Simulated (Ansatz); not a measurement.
**GeH7NO2Si: a ladder of functionals and wavefunction methods**

One table from this session's results is given with a row withheld; the runs are named, their logs left out.

Method: functionals in def2-TZVPP, the program's frozen cores in correlated methods; program: Ansatz 0.2.0, Gaussian basis.

Plan: PBE-D4, r2SCAN-D4, PBE0-D4, B3LYP-D4, ωB97X-V, ωB97M-V, B2PLYP; CCSD(T)/def2-TZVPP; MP2/def2-QZVPP; extrapolation to the limit.

## The relaxed structure

All runs share one geometry, relaxed beforehand with PBE0-D4 in a triple-zeta def2 set.

SMILES `O[SiH2][NH][GeH2][OH]`, 12 atoms, charge 0, spin multiplicity 1.

Atoms are counted from 1 here; the program's logs count them from 0.

Bond lengths: O1–Si2 1.638 Å, O1–H6 0.967 Å, Si2–N3 1.729 Å, Si2–H7 1.484 Å, Si2–H8 1.490 Å, N3–Ge4 1.816 Å, N3–H9 1.009 Å, Ge4–O5 1.800 Å, Ge4–H10 1.537 Å, Ge4–H11 1.537 Å, O5–H12 0.960 Å. Angles: Si2–O1–H6 114.5°, O1–Si2–N3 108.4°, O1–Si2–H7 105.2°, O1–Si2–H8 114.3°, N3–Si2–H7 113.5°, N3–Si2–H8 106.8°, H7–Si2–H8 108.8°, Si2–N3–Ge4 123.7°, Si2–N3–H9 117.3°, Ge4–N3–H9 114.4°, N3–Ge4–O5 104.1°, N3–Ge4–H10 109.3°, N3–Ge4–H11 112.5°, O5–Ge4–H10 110.0°, O5–Ge4–H11 107.2°, H10–Ge4–H11 113.2°, Ge4–O5–H12 113.5°.

The first run:

Contents of in.yaml:

```yaml
crystal:
  periodic: [false, false, false]
  atoms:
    - {symbol: O, position_ang: [-0.335665, -1.440233, 1.256137]}
    - {symbol: Si, position_ang: [0.296851, -1.672853, -0.237316]}
    - {symbol: N, position_ang: [0.383546, -0.142559, -1.037014]}
    - {symbol: Ge, position_ang: [0.271365, 1.452072, -0.174567]}
    - {symbol: O, position_ang: [-1.200003, 1.294809, 0.851022]}
    - {symbol: H, position_ang: [-0.955239, -0.699858, 1.319156]}
    - {symbol: H, position_ang: [1.623817, -2.294904, -0.006157]}
    - {symbol: H, position_ang: [-0.508822, -2.569915, -1.112147]}
    - {symbol: H, position_ang: [0.113014, -0.111764, -2.008128]}
    - {symbol: H, position_ang: [0.075570, 2.575278, -1.204988]}
    - {symbol: H, position_ang: [1.459620, 1.695658, 0.769864]}
    - {symbol: H, position_ang: [-1.224055, 1.914278, 1.584119]}
basis:
  gaussian: {orbitals: def2-TZVPP}
hamiltonian: {xc: pbe, dispersion: d4}
output: {forces: true, orbitals: {seedname: orbitals}}
```

Command:

```
$ ansatz run in.yaml --threads 2 --pin off --events-out ev --progress --plain --max-ram 22528MiB --backend cuda --devices 0, --max-vram 18GiB
```

Steps of the session up to this table: PBE-D4 (GGA); r2SCAN-D4 (meta-GGA); PBE0-D4 (hybrid); B3LYP-D4 (hybrid); ωB97X-V (range-separated); ωB97M-V (range-separated); B2PLYP (double hybrid); CCSD(T) in def2-TZVPP; MP2 in def2-QZVPP.

One of the session's tables, all rows but one given; the rest of the session is left out.

```
            method  atomisation energy (eV)
            PBE-D4                   42.393
         r2SCAN-D4                   42.107
           PBE0-D4                   41.582
          B3LYP-D4                   42.049
           ωB97X-V                        ?
           ωB97M-V                   42.266
            B2PLYP                   41.694
     HF/def2-TZVPP                   29.291
    MP2/def2-TZVPP                   41.889
   CCSD/def2-TZVPP                   40.635
CCSD(T)/def2-TZVPP                   41.272
           MP2/CBS                   43.146
       CCSD(T)/CBS                   42.530
```

**Question.** Estimate the row for ωB97X-V.

The run gave: atomisation energy (eV): 42.482. In the column «atomisation energy (eV)» it lies between PBE-D4 (42.393) and CCSD(T)/CBS (42.530).
